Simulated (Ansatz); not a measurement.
# C3H4AlF: up Jacob's ladder to CCSD(T)

The task here is to estimate one member of a computed series from the others.

Program: Ansatz 0.2.0, Gaussian basis. Level of theory: functionals in def2-TZVPP, the program's frozen cores in correlated methods. These are calculated values, not measurements.

The runs, in order: LDA (SPW92), PBE-D4, revPBE-D4, BLYP-D4, r2SCAN-D4, B97M-V, PBE0-D4, B3LYP-D4, r2SCANh-D4, r2SCAN0-D4, HSE06-D4, BHLYP-D4, CAM-B3LYP-D4, LC-ωPBE, ωB97X-V, ωB97M-V, B2PLYP, PBE-QIDH; CCSD(T)/def2-SVP; CCSD(T)/def2-TZVPP; MP2/def2-QZVPP; extrapolation to the limit; RPA on PBE.

### The relaxed structure

An earlier PBE0-D4 in a triple-zeta def2 set relaxation fixed the geometry.

SMILES `F[C]1=C[CH2][AlH]1`, 9 atoms, charge 0, spin multiplicity 1.

Atoms are counted from 1 here; the program's logs count them from 0.

Bond lengths: F1–C2 1.335 Å, C2–C3 1.346 Å, C2–Al5 1.924 Å, C3–C4 1.520 Å, C3–H6 1.092 Å, C4–Al5 1.970 Å, C4–H7 1.093 Å, C4–H8 1.093 Å, Al5–H9 1.585 Å. Angles: F1–C2–C3 123.3°, F1–C2–Al5 147.3°, C3–C2–Al5 89.4°, C2–C3–C4 112.2°, C2–C3–H6 124.3°, C4–C3–H6 123.5°, C3–C4–Al5 83.0°, C3–C4–H7 113.0°, C3–C4–H8 113.0°, Al5–C4–H7 119.0°, Al5–C4–H8 119.0°, H7–C4–H8 107.8°, C2–Al5–C4 75.4°, C2–Al5–H9 141.5°, C4–Al5–H9 143.1°.

Geometry (Å):

```
atom    x (Å)    y (Å)    z (Å)
  F1   1.9226   1.3226   1.1536
  C2   0.8353   0.7206   0.6657
  C3   0.8742  -0.1779  -0.3359
  C4  -0.5073  -0.7028  -0.6904
 Al5  -1.0754   0.5129   0.7518
  H6   1.7877  -0.4981  -0.8411
  H7  -0.6048  -1.7815  -0.5443
  H8  -0.7986  -0.4779  -1.7194
  H9  -2.3454   1.0358   1.5431
```

The first run:

Contents of in.yaml:

```yaml
crystal:
  periodic: [false, false, false]
  atoms:
    - {symbol: F, position_ang: [1.922586, 1.322612, 1.153617]}
    - {symbol: C, position_ang: [0.835347, 0.720572, 0.665710]}
    - {symbol: C, position_ang: [0.874212, -0.177865, -0.335914]}
    - {symbol: C, position_ang: [-0.507304, -0.702791, -0.690360]}
    - {symbol: Al, position_ang: [-1.075357, 0.512887, 0.751823]}
    - {symbol: H, position_ang: [1.787701, -0.498063, -0.841143]}
    - {symbol: H, position_ang: [-0.604798, -1.781461, -0.544290]}
    - {symbol: H, position_ang: [-0.798614, -0.477883, -1.719399]}
    - {symbol: H, position_ang: [-2.345370, 1.035792, 1.543056]}
basis:
  gaussian: {orbitals: def2-TZVPP}
hamiltonian: {xc: lda}
output: {orbitals: {seedname: orbitals}}
```

On the command line:

```
ansatz run in.yaml --threads 2 --pin off --events-out ev --progress --plain --max-ram 4352MiB
```

Steps of the session up to this table: LDA; PBE-D4 (GGA); revPBE-D4 (GGA); BLYP-D4 (GGA); r2SCAN-D4 (meta-GGA); B97M-V (meta-GGA); PBE0-D4 (hybrid); B3LYP-D4 (hybrid); r2SCANh-D4 (hybrid); r2SCAN0-D4 (hybrid); HSE06-D4 (hybrid); BHLYP-D4 (hybrid); CAM-B3LYP-D4 (range-separated); LC-ωPBE (range-separated); ωB97X-V (range-separated); ωB97M-V (range-separated); B2PLYP (double hybrid); PBE-QIDH (double hybrid).

One table of the session follows, with a row left open; its other results are not shown here.

It belongs to the step «Orbital energies across the functionals». 

| functional | HOMO (eV) | LUMO (eV) | gap (eV) |
| --- | --- | --- | --- |
| LDA (SPW92) | -6.32 | -2.53 | 3.80 |
| PBE-D4 | -6.15 | -2.28 | 3.87 |
| revPBE-D4 | -6.08 | -2.17 | 3.91 |
| BLYP-D4 | -5.99 | -2.17 | 3.82 |
| r2SCAN-D4 | -6.33 | -2.01 | 4.33 |
| B97M-V | -6.37 | -2.13 | 4.24 |
| PBE0-D4 | -7.29 | -1.49 | 5.80 |
| B3LYP-D4 | -7.06 | -1.71 | 5.36 |
| r2SCANh-D4 | ? | ? | ? |
| r2SCAN0-D4 | -7.42 | -1.33 | 6.09 |
| HSE06-D4 | -6.89 | -1.86 | 5.04 |
| BHLYP-D4 | -8.28 | -0.70 | 7.58 |
| CAM-B3LYP-D4 | -8.58 | -0.56 | 8.02 |
| LC-ωPBE | -9.92 | 0.54 | 10.46 |
| ωB97X-V | -9.56 | 0.43 | 9.99 |
| ωB97M-V | -9.48 | 0.16 | 9.64 |

Q: Estimate the row for r2SCANh-D4 from the others.

Worked estimate for «HOMO (eV)». Against the share of exact exchange, r2SCAN-D4 (0, -6.33), r2SCAN0-D4 (0.25, -7.42) give a slope of -4.36 per unit share; at 0.1 the line stands at -6.77.

As computed: HOMO (eV): -6.77; LUMO (eV): -1.73; gap (eV): 5.04. In «HOMO (eV)» the line misses by 0.00.
